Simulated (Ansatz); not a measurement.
# YF: ionisation energy by level of theory

One table from this session's results is given with a row withheld; the runs are named, their logs left out.

Computed with Ansatz 0.2.0, Gaussian basis. Level: unrestricted cation, the program's frozen cores in correlated methods.

The runs, in order: UKS PBE-D4/def2-TZVPP; UKS r2SCAN-D4/def2-TZVPP; UKS PBE0-D4/def2-TZVPP; UKS B3LYP-D4/def2-TZVPP; UKS wB97X-V/def2-TZVPP; UKS wB97M-V/def2-TZVPP; UKS B2PLYP/def2-TZVPP; UHF-CCSD(T)/def2-TZVPP; UHF-CCSD(T)/def2-QZVPP; extrapolation to the limit; then −ε(HOMO) from the neutral's earlier runs with LDA (SPW92), PBE-D4, revPBE-D4, BLYP-D4, r2SCAN-D4, B97M-V, PBE0-D4, B3LYP-D4, r2SCANh-D4, r2SCAN0-D4, HSE06-D4, BHLYP-D4, CAM-B3LYP-D4, LC-ωPBE, ωB97X-V, ωB97M-V.

**The geometry**

The geometry comes from an earlier relaxation with PBE0-D4 in a triple-zeta def2 set; it is a stationary point. Y takes the def2 core potential; no spin-orbit term is included.

2 atoms, charge 0, spin multiplicity 1.

Atoms are counted from 1 here; the program's logs count them from 0.

Bond lengths: F1–Y2 1.927 Å.

As a file:

```
atom    x (Å)    y (Å)    z (Å)
  F1   0.8220  -0.2743   0.4213
  Y2  -0.8220   0.2743  -0.4213
```

The first run:

Input file in.yaml:

```yaml
crystal:
  periodic: [false, false, false]
  atoms:
    - {symbol: F, position_ang: [0.821991, -0.274292, 0.421309]}
    - {symbol: Y, position_ang: [-0.821991, 0.274292, -0.421309]}
basis:
  gaussian: {orbitals: def2-TZVPP}
total_charge: 1
magnetization: {spin_polarized: true, initial_magnetization: 1}
hamiltonian: {xc: pbe, dispersion: d4}
```

Run with:

```bash
ansatz run in.yaml --threads 2 --pin off --events-out ev --progress --plain --max-ram 32768MiB --backend cpu
```

Steps of the session up to this table: Cation, UKS PBE-D4/def2-TZVPP; Cation, UKS r2SCAN-D4/def2-TZVPP; Cation, UKS PBE0-D4/def2-TZVPP; Cation, UKS B3LYP-D4/def2-TZVPP; Cation, UKS wB97X-V/def2-TZVPP; Cation, UKS wB97M-V/def2-TZVPP; Cation, UKS B2PLYP (frozen core)/def2-TZVPP; Cation, UHF-CCSD(T)/def2-TZVPP; Cation, UHF-CCSD(T)/def2-QZVPP.

One table of the session follows, with a row left open; its other results are not shown here.

Orbital estimates, from the neutral's runs:

```
  functional  −ε(HOMO) (eV)
 LDA (SPW92)           4.31
      PBE-D4           4.17
   revPBE-D4           4.12
     BLYP-D4           4.04
   r2SCAN-D4           4.26
      B97M-V           4.11
     PBE0-D4           4.82
    B3LYP-D4           4.71
  r2SCANh-D4           4.50
  r2SCAN0-D4              ?
    HSE06-D4           4.45
    BHLYP-D4           5.33
CAM-B3LYP-D4           5.75
     LC-ωPBE           6.62
     ωB97X-V           6.47
     ωB97M-V           6.45
```

Q: Estimate the row for r2SCAN0-D4 from the others.

Worked estimate for «−ε(HOMO) (eV)». Against the share of exact exchange, r2SCAN-D4 (0, 4.26), r2SCANh-D4 (0.1, 4.50) give a slope of 2.40 per unit share; at 0.25 the line stands at 4.86.

The run gave: −ε(HOMO) (eV): 4.87. In «−ε(HOMO) (eV)» the line misses by -0.01.
